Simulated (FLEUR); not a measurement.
# GdO (Pm-3m) in FLEUR: notebook

One crystal, GdO, is run at these levels: PBE+U; tasks: single point.

Everything below comes from runs of FLEUR MaX-R8.1 (later development tree). Logs are shortened: lines on timing, memory, paths and dates and some standing lists are left out, and cuts for length are marked.

## (1) The crystal as given

The structure is cubic, space group Pm-3m (No. 221). The conventional cell has a = 2.802 Å, b = 2.802 Å, c = 2.802 Å, α = 90.00°, β = 90.00°, γ = 90.00°. Around Gd (site symmetry m-3m) lie 8 O at 2.43 Å. Around O (site symmetry m-3m) lie 8 Gd at 2.43 Å.

The cell comes from a database or a generator and needn't be the stable form of this composition.

## (2) Single point, PBE+U, collinear spin, ferromagnetic start

Contents of inp.xml:

```xml
<?xml version="1.0" encoding="UTF-8" standalone="no"?>
<fleurInput fleurInputVersion="0.39">
   <comment>
      GdO                                                                                                 
   </comment>
   <calculationSetup>
      <cutoffs Kmax="4.31" Gmax="13.4" GmaxXC="13.4" numbands="0"/>
      <scfLoop itmax="100" minDistance="0.0002" maxIterBroyd="50" imix="Anderson" alpha="0.05" precondParam="0.0" spinf="2.0" sdNocoIR="T"/>
      <coreElectrons ctail="T" frcor="F" kcrel="0" coretail_lmax="0"/>
      <xcFunctional name="pbe" relativisticCorrections="F"/>
      <magnetism jspins="2"/>
      <soc l_soc="F" theta="0.0" phi="0.0" spav="F"/>
      <expertModes spex="0" secvar="F"/>
      <geometryOptimization l_f="F" forcealpha="1.0" forcemix="BFGS" epsdisp="0.00001" epsforce="0.00001"/>
      <ldaU l_linMix="F" mixParam="0.05" spinf="1.0"/>
   </calculationSetup>
   <cell>
      <bzIntegration valenceElectrons="24.0" mode="gauss" fermiSmearingEnergy="0.00183747">
         <kPointListSelection listName="default-1"/>
         <!-- k-points included here -->
         <xi:include xmlns:xi="http://www.w3.org/2001/XInclude" href="kpts.xml"> </xi:include>
      </bzIntegration>
      <!-- symmetry operations included here -->
      <xi:include xmlns:xi="http://www.w3.org/2001/XInclude" href="sym.xml"> </xi:include>
      <bulkLattice scale="1.0">
         <bravaisMatrix>
            <row-1>    5.2946606585357543     0.0000000000000000     0.0000000000000000</row-1>
            <row-2>    0.0000000000000000     5.2946606585357543     0.0000000000000000</row-2>
            <row-3>    0.0000000000000000     0.0000000000000000     5.2946606585357543</row-3>
         </bravaisMatrix>
      </bulkLattice>
   </cell>
   <atomSpecies>
      <species name="Gadolinium7.000" element="Gd" atomicNumber="64">
         <mtSphere radius="2.45" gridPoints="811" logIncrement="0.016"/>
         <atomicCutoffs lmax="10" lnonsphr="10"/>
         <electronConfig flipSpins="F">
            <coreConfig>(1s1/2) (2s1/2) (2p1/2) (2p3/2) (3s1/2) (3p1/2) (3p3/2) (4s1/2) (3d3/2) (3d5/2) (4p1/2) (4p3/2) (4d3/2) (4d5/2)</coreConfig>
            <valenceConfig>(5s1/2) (5p1/2) (5p3/2) (6s1/2) (4f5/2) (4f7/2) (5d3/2) (5d5/2)</valenceConfig>
            <stateOccupation state="(4f5/2)" spinUp="2.5" spinDown="0.5"/>
            <stateOccupation state="(4f7/2)" spinUp="4.0" spinDown="0.0"/>
            <stateOccupation state="(5d3/2)" spinUp="0.4" spinDown="0.0"/>
            <stateOccupation state="(5d5/2)" spinUp="0.6" spinDown="0.0"/>
         </electronConfig>
         <energyParameters s="6" p="5" d="5" f="4"/>
         <ldaU l="3" U="8" J="0.0" l_amf="F"/>
         <lo type="SCLO" l="0" n="5" eDeriv="0"/>
         <lo type="HELO" l="1" n="6" eDeriv="0"/>
         <lo type="HELO" l="1" n="6" eDeriv="1"/>
         <lo type="SCLO" l="2" n="5" eDeriv="2"/>
      </species>
      <species name="Oxygen (O)" element="O" atomicNumber="8">
         <mtSphere radius="1.67" gridPoints="553" logIncrement="0.019"/>
         <atomicCutoffs lmax="8" lnonsphr="8"/>
         <electronConfig flipSpins="F">
            <coreConfig>(1s1/2)</coreConfig>
            <valenceConfig>(2s1/2) (2p1/2) (2p3/2)</valenceConfig>
            <stateOccupation state="(2p1/2)" spinUp="0.666667" spinDown="0.666667"/>
            <stateOccupation state="(2p3/2)" spinUp="1.333333" spinDown="1.333333"/>
         </electronConfig>
         <energyParameters s="2" p="2" d="3" f="4"/>
         <lo type="SCLO" l="0" n="2" eDeriv="2"/>
         <lo type="SCLO" l="1" n="2" eDeriv="2"/>
         <lo type="SCLO" l="2" n="3" eDeriv="2"/>
      </species>
   </atomSpecies>
   <atomGroups>
      <atomGroup species="Gadolinium7.000">
         <relPos label="                   1">.0000000000 .0000000000 .0000000000</relPos>
         <force calculate="T" relaxXYZ="TTT"/>
      </atomGroup>
      <atomGroup species="Oxygen (O)">
         <relPos label="                   2">1.000/2.000 1.000/2.000 1.000/2.000</relPos>
         <force calculate="T" relaxXYZ="TTT"/>
      </atomGroup>
   </atomGroups>
   <output dos="F" band="F" slice="F">
      <checks vchk="F" cdinf="F"/>
      <bandDOS minEnergy="-.5*Htr" maxEnergy="0.5*Htr" sigma="0.015" storeEVData="T"/>
      <vacuumDOS vacdos="F" integ="F" star="F" nstars="0" locx1="0.0" locy1="0.0" locx2="0.0" locy2="0.0" nstm="0" tworkf="0.0"/>
      <unfoldingBand unfoldBand="F" supercellX="1" supercellY="1" supercellZ="1"/>
      <plotting iplot="0" polar="F">
         <plot TwoD="T" vec1="  1.0  0.0  0.0" vec2="  0.0  1.0  0.0" vec3="  0.0  0.0  1.0" zero="  0.0  0.0  0.0" file="plot"/>
      </plotting>
      <chargeDensitySlicing numkpt="0" minEigenval="0.0" maxEigenval="0.0" nnne="0" pallst="F"/>
      <specialOutput eonly="F"/>
      <moessbauerParams electricFieldGradient="T" isomerShift="T" coreHyperfine="T" valenceHyperfine="T"/>
      <magneticCircularDichroism mcd="F" energyLo="-10.0" energyUp="0.0"/>
   </output>
  <!-- We include the file relax.xml here to enable relaxations (see documentation) -->
  <xi:include xmlns:xi="http://www.w3.org/2001/XInclude" href="relax.xml"> <xi:fallback/> </xi:include>
</fleurInput>
```

Contents of crystal.txt:

```
GdO
&input cartesian=F /
2.8018137600  0.0000000000  0.0000000000
0.0000000000  2.8018137600  0.0000000000
0.0000000000  0.0000000000  2.8018137600
1.8897261246
1.0 1.0 1.0

2
64 0.0000000000  0.0000000000  0.0000000000 : 7.000
8 0.5000000000  0.5000000000  0.5000000000

&kpt div1=7 div2=7 div3=7 gamma=T /
```

Potentials or basis: all-electron, FLAPW.

On the command line:

```bash
inpgen -f crystal.txt -profile fastHighL
# inp.xml edited to the form shown
fleur_MPI
```

Standard output:

```text
Welcome to FLEUR        (www.flapw.de)
      MaX-Release 8.1          (www.max-centre.eu)

 ========== k-point set info ==========
 Selected k-point list: default-1
 k-point list type: mesh
 7 x 7 x 7
 Number of k points: 20

 ------------Calculation Setup---------------------------
 Number of MPI-tasks      :            1
 Number of PE/node        :            1
 Number of OMP-threads    :            1
 Most efficient MPI parallelization for:
           1           2           4           5          10          20
 Additional eigenvalue parallelization possible
 Number of basis functions:          247
 Approximate size of matrices (H+S) per k-point:         0.001 GB
 --------------------------------------------------------
 no density matrix found ... skipping LDA+U
 Reset of history
 Iteration:     1   Distance:      24.75860301 me/bohr^3
 Iteration:     2   Distance:      30.71286039 me/bohr^3
 Iteration:     3   Distance:      29.58813034 me/bohr^3
 Iteration:     4   Distance:      19.57834033 me/bohr^3
 Iteration:     5   Distance:       8.28285042 me/bohr^3
 Iteration:     6   Distance:       1.74957325 me/bohr^3
 Iteration:     7   Distance:       0.78959852 me/bohr^3
 Iteration:     8   Distance:       0.33584898 me/bohr^3
 Iteration:     9   Distance:       0.11126322 me/bohr^3
 Iteration:    10   Distance:       0.10434244 me/bohr^3
 Iteration:    11   Distance:       0.03109632 me/bohr^3
 Iteration:    12   Distance:       0.01504792 me/bohr^3
 Iteration:    13   Distance:       0.00363401 me/bohr^3
 Iteration:    14   Distance:       0.00046412 me/bohr^3
 Iteration:    15   Distance:       0.00038653 me/bohr^3
 Iteration:    16   Distance:       0.00004520 me/bohr^3

 ********************************************************************
 Run finished successfully
 Stop message:
   all done
 ********************************************************************
```

It took 26 s on 1 thread of Arm Neoverse V1, shared host; peak memory 0.07 GiB.

What came out:

```
Free energy                                           : -309008.5917 eV
Net moment                                            : 7.22 μB per cell
Site moments                                          : Gd +7.14; O -0.04 μB
Valence electrons inside the program's atomic spheres : Gd 15.83; O 5.44 (radii Gd 2.45, O 1.67 bohr)
```

Eigenvalues of the final occupation matrices:
```tsv
site	spin	trace	eigenvalues
atom type 1	1	6.96	0.99 0.99 0.99 0.99 0.99 0.99 1.00
atom type 1	2	0.07	0.01 0.01 0.01 0.01 0.01 0.01 0.02
```

Core levels (eV from the Fermi level):
```csv
atom,levels
1 Gd,"1s1/2 -50046.0, 2s1/2 -8253.7, 2p1/2 -7836.3, 2p3/2 -7140.4, 3s1/2 -1826.0, 3p1/2 -1645.1, 3p3/2 -1502.5, 4s1/2 -365.5, 3d3/2 -1190.4, 3d5/2 -1159.3, 4p1/2 -295.2, 4p3/2 -263.4, 4d3/2 -147.6, 4d5/2 -141.8"
2 O,1s1/2 -508.1
```

Caveat: with Gaussian smearing the program prints no entropy term, so the energy of a metal isn't a free energy; spin-orbit coupling is left out, which moves the levels of the heavy elements; a cell with one magnetic atom can't hold antiferromagnetic order, which such compounds often take. The state reached can hang on the start; a lower one may exist.

## (3) Single point, PBE+U, collinear spin, antiferromagnetic start (cell doubled along one axis)

Changes to inp.xml since step 2:

```diff
@@ -17,3 +17,3 @@
    <cell>
-      <bzIntegration valenceElectrons="24.0" mode="gauss" fermiSmearingEnergy="0.00183747">
+      <bzIntegration valenceElectrons="48.0" mode="gauss" fermiSmearingEnergy="0.00183747">
          <kPointListSelection listName="default-1"/>
@@ -28,3 +28,3 @@
             <row-2>    0.0000000000000000     5.2946606585357543     0.0000000000000000</row-2>
-            <row-3>    0.0000000000000000     0.0000000000000000     5.2946606585357543</row-3>
+            <row-3>    0.0000000000000000     0.0000000000000000    10.5893213170715086</row-3>
          </bravaisMatrix>
@@ -65,2 +65,20 @@
       </species>
+      <species name="Gadolinium-7.000" element="Gd" atomicNumber="64">
+         <mtSphere radius="2.45" gridPoints="811" logIncrement="0.016"/>
+         <atomicCutoffs lmax="10" lnonsphr="10"/>
+         <electronConfig flipSpins="F">
+            <coreConfig>(1s1/2) (2s1/2) (2p1/2) (2p3/2) (3s1/2) (3p1/2) (3p3/2) (4s1/2) (3d3/2) (3d5/2) (4p1/2) (4p3/2) (4d3/2) (4d5/2)</coreConfig>
+            <valenceConfig>(5s1/2) (5p1/2) (5p3/2) (6s1/2) (4f5/2) (4f7/2) (5d3/2) (5d5/2)</valenceConfig>
+            <stateOccupation state="(4f5/2)" spinUp="0.5" spinDown="2.5"/>
+            <stateOccupation state="(4f7/2)" spinUp="0.0" spinDown="4.0"/>
+            <stateOccupation state="(5d3/2)" spinUp="0.0" spinDown="0.4"/>
+            <stateOccupation state="(5d5/2)" spinUp="0.0" spinDown="0.6"/>
+         </electronConfig>
+         <energyParameters s="6" p="5" d="5" f="4"/>
+         <ldaU l="3" U="8" J="0.0" l_amf="F"/>
+         <lo type="SCLO" l="0" n="5" eDeriv="0"/>
+         <lo type="HELO" l="1" n="6" eDeriv="0"/>
+         <lo type="HELO" l="1" n="6" eDeriv="1"/>
+         <lo type="SCLO" l="2" n="5" eDeriv="2"/>
+      </species>
    </atomSpecies>
@@ -72,3 +90,8 @@
       <atomGroup species="Oxygen (O)">
-         <relPos label="                   2">1.000/2.000 1.000/2.000 1.000/2.000</relPos>
+         <relPos label="                   2">1.000/2.000 1.000/2.000 1.000/4.000</relPos>
+         <relPos label="                   4">1.000/2.000 1.000/2.000 -1.000/4.000</relPos>
+         <force calculate="T" relaxXYZ="TTT"/>
+      </atomGroup>
+      <atomGroup species="Gadolinium-7.000">
+         <relPos label="                   3">.0000000000 .0000000000 1.000/2.000</relPos>
          <force calculate="T" relaxXYZ="TTT"/>
```

Contents of crystal.txt:

```
GdO
&input cartesian=F /
2.8018137600  0.0000000000  0.0000000000
0.0000000000  2.8018137600  0.0000000000
0.0000000000  0.0000000000  5.6036275200
1.8897261246
1.0 1.0 1.0

4
64 0.0000000000  0.0000000000  0.0000000000 : 7.000
8 0.5000000000  0.5000000000  0.2500000000
64 0.0000000000  0.0000000000  0.5000000000 : -7.000
8 0.5000000000  0.5000000000  0.7500000000

&kpt div1=7 div2=7 div3=4 gamma=T /
```

Potentials or basis: all-electron, FLAPW.

On the command line:

```bash
inpgen -f crystal.txt -profile fastHighL
# inp.xml edited to the form shown
fleur_MPI
```

Wall time 2.2 min (1 thread of Arm Neoverse V1, shared host); peak memory 0.11 GiB.

The run converged. Its results:

```
Free energy                                           : -618017.1334 eV
Net moment                                            : 0.00 μB per cell
Site moments                                          : Gd +7.16, -7.16; O +0.00 μB
Valence electrons inside the program's atomic spheres : Gd 15.83; O 5.44 (radii Gd 2.45, O 1.67 bohr)
```

Levels at points of the mesh, in eV from the Fermi level:
Spin up:
```csv
k point,band 22,band 23,band 24,band 25,band 26,band 27
"(0.00, 0.00, 0.00)",-4.56,-4.56,-3.33,-3.11,-1.35,3.14
"(0.00, 0.00, 0.50)",-5.17,-5.17,-3.06,-1.80,0.14,1.34
```
Spin down:
| k point | band 20 | band 21 | band 22 | band 23 | band 24 | band 25 | band 26 | band 27 | band 28 | band 29 |
| --- | --- | --- | --- | --- | --- | --- | --- | --- | --- | --- |
| (0.00, 0.00, 0.00) | -5.99 | -4.58 | -4.56 | -4.56 | -3.33 | -3.11 | -1.35 | 3.14 | 3.19 | 3.81 |
| (0.00, 0.00, 0.50) | -5.31 | -5.31 | -5.17 | -5.17 | -3.06 | -1.80 | 0.14 | 1.34 | 3.35 | 3.70 |

Eigenvalues of the final occupation matrices:
```csv
site,spin,trace,eigenvalues
atom type 1,1,6.96,0.99 0.99 0.99 0.99 0.99 0.99 1.00
atom type 3,1,0.06,0.00 0.01 0.01 0.01 0.01 0.01 0.02
atom type 1,2,0.06,0.00 0.01 0.01 0.01 0.01 0.01 0.02
atom type 3,2,6.96,0.99 0.99 0.99 0.99 0.99 0.99 1.00
```

Core levels (eV from the Fermi level):
| atom | levels |
| --- | --- |
| 1 Gd | 1s1/2 -50045.9, 2s1/2 -8253.6, 2p1/2 -7836.1, 2p3/2 -7140.3, 3s1/2 -1825.9, 3p1/2 -1645.0, 3p3/2 -1502.4, 4s1/2 -365.4, 3d3/2 -1190.3, 3d5/2 -1159.2, 4p1/2 -295.0, 4p3/2 -263.3, 4d3/2 -147.5, 4d5/2 -141.7 |
| 2 O | 1s1/2 -508.0 |
| 3 Gd | 1s1/2 -50045.9, 2s1/2 -8253.5, 2p1/2 -7836.1, 2p3/2 -7140.2, 3s1/2 -1823.3, 3p1/2 -1642.7, 3p3/2 -1499.7, 4s1/2 -359.3, 3d3/2 -1188.3, 3d5/2 -1157.2, 4p1/2 -289.0, 4p3/2 -257.2, 4d3/2 -141.5, 4d5/2 -135.7 |
| 4 O | 1s1/2 -508.0 |

Caveat: with Gaussian smearing the program prints no entropy term, so the energy of a metal isn't a free energy; spin-orbit coupling is left out, which moves the levels of the heavy elements. The state reached can hang on the start; a lower one may exist.
